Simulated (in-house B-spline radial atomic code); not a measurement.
# W³⁷⁺: excited configurations

How much energy does it take to promote electrons of W³⁷⁺ to other shells? Each configuration is solved by itself and compared with the reference.

Method: Dirac-Hartree-Fock, average of configuration, Fermi nucleus, basis-set limit. Code: in-house B-spline radial atomic code version 1.

## (1) The atom as given

| Quantity | Value |
| --- | --- |
| element | tungsten (Z = 74) |
| charge | +37 |
| electrons | 37 |
| configuration | [Kr] 4d1 |
| Hamiltonian | Dirac-Coulomb |
| nucleus | Fermi, rms radius 5.366 fm |

The outer shells:

[Kr] 4d1
```
[Kr] core
4d [↑ ][  ][  ][  ][  ]
```

The boxes draw the filling by Hund's rule, which heavy ions in jj coupling don't follow; these runs average over all states of the configuration.

Input settings:

```ini
Z = 74
electrons = 37.0
configuration = [Kr] 4d1
hamiltonian = dirac
method = hf
spin_polarised = False
nucleus = fermi
rms_radius = 5.3658
mass_number = 184
atomic_mass = 183.95093318
speed_of_light = 137.035999084
```

From the earlier run of the reference: total energy -15349.305833 hartree. Levels, eight at most:

```csv
orbital,occupation,energy (eV),<r> (bohr)
3p3/2,4,-3879.06,0.2016
3d3/2,4,-3476.28,0.1766
3d5/2,6,-3410.29,0.1809
4s1/2,2,-1984.46,0.4065
4p1/2,2,-1871.35,0.4045
4p3/2,4,-1778.28,0.4252
4d3/2,0.4,-1619.53,0.4148
4d5/2,0.6,-1600.05,0.4208
```

## (2) Configuration [Ar] 3d10 4s2 4p5 4d1 7g1

Input settings:

```ini
Z = 74
electrons = 37.0
configuration = [Ar] 3d10 4s2 4p5 4d1 7g1
hamiltonian = dirac
method = hf
spin_polarised = False
nucleus = fermi
rms_radius = 5.3658
mass_number = 184
atomic_mass = 183.95093318
speed_of_light = 137.035999084
```

## (3) [Ar] 3d9 4s2 4p6 4d1 5g1

The settings differ from step 2 so:

```diff
@@ -2,3 +2,3 @@
 electrons = 37.0
-configuration = [Ar] 3d10 4s2 4p5 4d1 7g1
+configuration = [Ar] 3d9 4s2 4p6 4d1 5g1
 hamiltonian = dirac
```

## (4) Configuration [Ar] 3d10 4s2 4p5 4d1 7p1

The settings differ from step 3 so:

```diff
@@ -2,3 +2,3 @@
 electrons = 37.0
-configuration = [Ar] 3d9 4s2 4p6 4d1 5g1
+configuration = [Ar] 3d10 4s2 4p5 4d1 7p1
 hamiltonian = dirac
```

## (5) Run with [Ar] 3d9 4s2 4p6 4d1 5s1

The settings differ from step 4 so:

```diff
@@ -2,3 +2,3 @@
 electrons = 37.0
-configuration = [Ar] 3d10 4s2 4p5 4d1 7p1
+configuration = [Ar] 3d9 4s2 4p6 4d1 5s1
 hamiltonian = dirac
```

## (6) [Kr] 5p1

The settings differ from step 5 so:

```diff
@@ -2,3 +2,3 @@
 electrons = 37.0
-configuration = [Ar] 3d9 4s2 4p6 4d1 5s1
+configuration = [Kr] 5p1
 hamiltonian = dirac
```

Q: How far above the reference does each configuration lie (order and size, in eV)?

The runs gave:

| net move | configuration | energy above the reference (eV) | with Breit, QED, recoil (eV) | largest <r> (bohr) |
| --- | --- | --- | --- | --- |
| 4d → 5p | [Kr] 5p1 | 563.63 | 563.73 | 0.736 |
| 4p → 7p | [Ar] 3d10 4s2 4p5 4d1 7p1 | 1322.77 | 1321.12 | 1.59 |
| 4p → 7g | [Ar] 3d10 4s2 4p5 4d1 7g1 | 1398.25 | 1396.34 | 1.62 |
| 3d → 5s | [Ar] 3d9 4s2 4p6 4d1 5s1 | 2307.41 | 2305.78 | 0.699 |
| 3d → 5g | [Ar] 3d9 4s2 4p6 4d1 5g1 | 2621.38 | 2618.48 | 0.685 |

Quantum defects of the promoted electron, δ = n − ζ/√(−2ε) with ζ = 38 and ε its orbital energy in hartree:

| promotion | δ |
| --- | --- |
| 4d → 5p | 0.661 |
| 4p → 7p | 0.640 |
| 4p → 7g | 0.080 |
| 3d → 5s | 0.816 |
| 3d → 5g | 0.069 |

What this shows: The lowest of them is 4d → 5p at 563.63 eV and the highest 3d → 5g at 2621.38 eV. 2 of them lie more than 2 % above the ionisation threshold that Koopmans' theorem gives (1600.05 eV), where such states can decay by emitting an electron. Of those tabulated, the defect is largest for 5s (0.82) and least for 5g (0.07); at this charge much of the defect is relativistic. Two partly filled shells share a symmetry and can mix in the average, which may lower the energy, for: 4p → 7p; 3d → 5s; 3d → 5g. These are averages over configurations, without correlation, not spectroscopic levels.
